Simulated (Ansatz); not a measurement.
# LaGaF4: the cost of one run

Computed with Ansatz 0.2.0 (DFT PBE, scalar-relativistic, plane waves, PAW, unless a step's input says otherwise).

3 further runs of the same task are left out: 1 that didn't finish, 2 set aside as unsound or not needed.

### Step 1. Starting point

The structure is tetragonal, space group P4/mmm (No. 123). Conventional cell: a = 4.114 Å, b = 4.114 Å, c = 6.249 Å, α = 90.00°, β = 90.00°, γ = 90.00°. La (site symmetry 4/mmm) has 8 F at 2.45 Å as nearest neighbours. Ga (site symmetry 4/mmm) has 8 F at 2.72 Å as nearest neighbours. F (site symmetry 2mm) has 2 La at 2.45 Å and 2 Ga at 2.72 Å as nearest neighbours.

As a file:

```cif
data_structure
_symmetry_space_group_name_H-M 'P 1'
_symmetry_Int_Tables_number 1
_cell_length_a 4.1142
_cell_length_b 4.1142
_cell_length_c 6.2490
_cell_angle_alpha 90.000
_cell_angle_beta 90.000
_cell_angle_gamma 90.000
_cell_volume 105.77
loop_
_atom_site_label
_atom_site_type_symbol
_atom_site_fract_x
_atom_site_fract_y
_atom_site_fract_z
_atom_site_occupancy
La1 La 0.00000 0.00000 0.00000 1
Ga1 Ga 0.50000 0.50000 0.50000 1
F1 F 0.50000 0.00000 0.78588 1
F2 F 0.00000 0.50000 0.21412 1
F3 F 0.50000 0.00000 0.21412 1
F4 F 0.00000 0.50000 0.78588 1
```

The cell was relaxed beforehand at this level, from a database cell with other species swapped in; it needn't be the stable form of this composition. At a tolerance of 0.02 Å it has space group P4/mmm (No. 123); it has 17.63 Å³/atom, an uncorrected energy of -3.23 eV/atom over the elements.

### Step 2. Static run: bands, density of states and charges

Contents of input.yaml:

```yaml
crystal:
  lattice:
    - [4.1142007972, 0.0, 0.0]
    - [0.0, 4.1142007972, 0.0]
    - [0.0, 0.0, 6.2489500815]
  atoms:
    - { symbol: La, position: [0.0, 0.0, 0.0] }
    - { symbol: Ga, position: [0.5, 0.5, 0.5] }
    - { symbol: F, position: [0.5, 0.0, 0.7858827478] }
    - { symbol: F, position: [0.0, 0.5, 0.2141172522] }
    - { symbol: F, position: [0.5, 0.0, 0.2141172522] }
    - { symbol: F, position: [0.0, 0.5, 0.7858827478] }
basis:
  ecutwfc: 420
kpoints:
  mp_grid: { grid: [6, 6, 4] }
  band_path:
    path:
      - [[0.0, 0.0, 0.0], [0.0, 0.5, 0.0], [0.5, 0.5, 0.0], [0.0, 0.0, 0.0], [0.0, 0.0, 0.5], [0.0, 0.5, 0.5], [0.5, 0.5, 0.5], [0.0, 0.0, 0.5]]
      - [[0.0, 0.5, 0.0], [0.0, 0.5, 0.5]]
      - [[0.5, 0.5, 0.0], [0.5, 0.5, 0.5]]
    npoints: 14
hamiltonian:
  xc: pbe
scf:
  occupations: { method: gaussian, width: 0.02 }
  n_extra_bands: 15
output:
  forces: true
  stress: true
  eigenvalues: true
  populations: true
  dos: { projected: true, de: 0.02, nscf_kmesh: { grid: [9, 9, 6] } }
  bader: true
  write_density: true
  write_potential: true
  elf: true
  volumetric_format: npy
```

Started as:

```sh
$ ansatz run input.yaml --threads 1 --pin off --max-ram 2048MiB --backend cpu --events-out ev --progress --plain --runs-dir out
```

Q: Estimate wall time and peak memory on 1 thread of Arm Neoverse V2, shared host.

About 57 s, with a peak of 0.55 GiB.
